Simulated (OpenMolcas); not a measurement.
**ZrN: electronic states by CASSCF, CASPT2 and spin–orbit RASSI**

Aim: the low electronic states of ZrN, first without spin–orbit coupling and then as Ω levels, at one distance and along the bond.

Method: SA-CASSCF(7,9), XMS-CASPT2, RASSI; ANO-RCC-VDZP; program: OpenMolcas 26.06.

All values are calculated.

## (1) Set-up

C2 symmetry about the axis (a holds Σ, Δ, Γ; b holds Π, Φ, H; Σ⁺ and Σ⁻ are not told apart); roots by multiplicity and irrep: 2a 5, 2b 4, 4b 4.

Active shells: Zr 5s 4d, N 2p.

m.inp

```
&GATEWAY
Coord
2
angstrom
Zr 0.0 0.0 0.0
N 0.0 0.0 1.6830
Basis=ANO-RCC-VDZP
Group=XY
RX2C
AMFI
ANGMom
0.0 0.0 0.0
RICD
&SEWARD
&GUESSORB
&RASSCF
FileOrb=$CurrDir/o21.orb
Symmetry=1
Spin=2
nActEl=7 0 0
Inactive=12 8
RAS2=5 4
CIRoot=5 5 1
Linear
Iterations=120 100
OrbListing=Nothing
PRWF=0.15
>>COPY $Project.RasOrb $CurrDir/o21.orb
>>COPY $Project.rasscf.h5 $CurrDir/r21.h5
&CASPT2
XMultistate=all
Imaginary=0.2
IPEA=0.25
MaxIter=40
>>COPY $Project.JobMix JOB001
&RASSCF
FileOrb=$CurrDir/o22.orb
Symmetry=2
Spin=2
nActEl=7 0 0
Inactive=12 8
RAS2=5 4
CIRoot=4 4 1
Linear
Iterations=120 100
OrbListing=Nothing
PRWF=0.15
>>COPY $Project.RasOrb $CurrDir/o22.orb
>>COPY $Project.rasscf.h5 $CurrDir/r22.h5
&CASPT2
XMultistate=all
Imaginary=0.2
IPEA=0.25
MaxIter=40
>>COPY $Project.JobMix JOB002
&RASSCF
FileOrb=$CurrDir/o42.orb
Symmetry=2
Spin=4
nActEl=7 0 0
Inactive=12 8
RAS2=5 4
CIRoot=4 4 1
Linear
Iterations=120 100
OrbListing=Nothing
PRWF=0.15
>>COPY $Project.RasOrb $CurrDir/o42.orb
>>COPY $Project.rasscf.h5 $CurrDir/r42.h5
&CASPT2
XMultistate=all
Imaginary=0.2
IPEA=0.25
MaxIter=40
>>COPY $Project.JobMix JOB003
&RASSI
Nr of JobIphs=3 5 4 4
1 2 3 4 5
1 2 3 4
1 2 3 4
SpinOrbit
EJob
Omega
MEES
MESO
Properties=4
'AngMom' 3 'Mltpl  1' 1 'Mltpl  1' 2 'Mltpl  1' 3
Thrs=1.0d-4
>>COPY $Project.rassi.h5 $CurrDir/so.h5
```

Each module block was a call of its own in one work directory; start orbitals came from a preliminary run.

Launch:

```bash
> pymolcas m.inp
```

## (2) The spin-free blocks

After this run come: From Λ–S states to Ω levels.

Q: Predict the outcome of this session. Wanted: lowest spin-free state; next spin-free state; lowest level; next level; lowering by spin–orbit coupling.

The runs gave:

```
                       quantity                 value
         lowest spin-free state                 (1)2Σ
           next spin-free state       (1)2Δ, 1.278 eV
                   lowest level  Ω = 1/2, 100 % (1)2Σ
                     next level   Ω = 3/2, 10008 cm⁻¹
lowering by spin–orbit coupling                2 cm⁻¹
```

What this shows: At 1.683 Å the lowest computed level has Ω = 1/2 and is 100 % (1)2Σ. Only the spin multiplicities and numbers of roots in the input were computed, so the list of states is not complete and the lowest one found need not be the ground state; labels number the states computed. For d and f metals this valence active space lacks a second d shell: the order of states is not reliable within half an eV or more, and the lowest computed state need not be the true ground state.
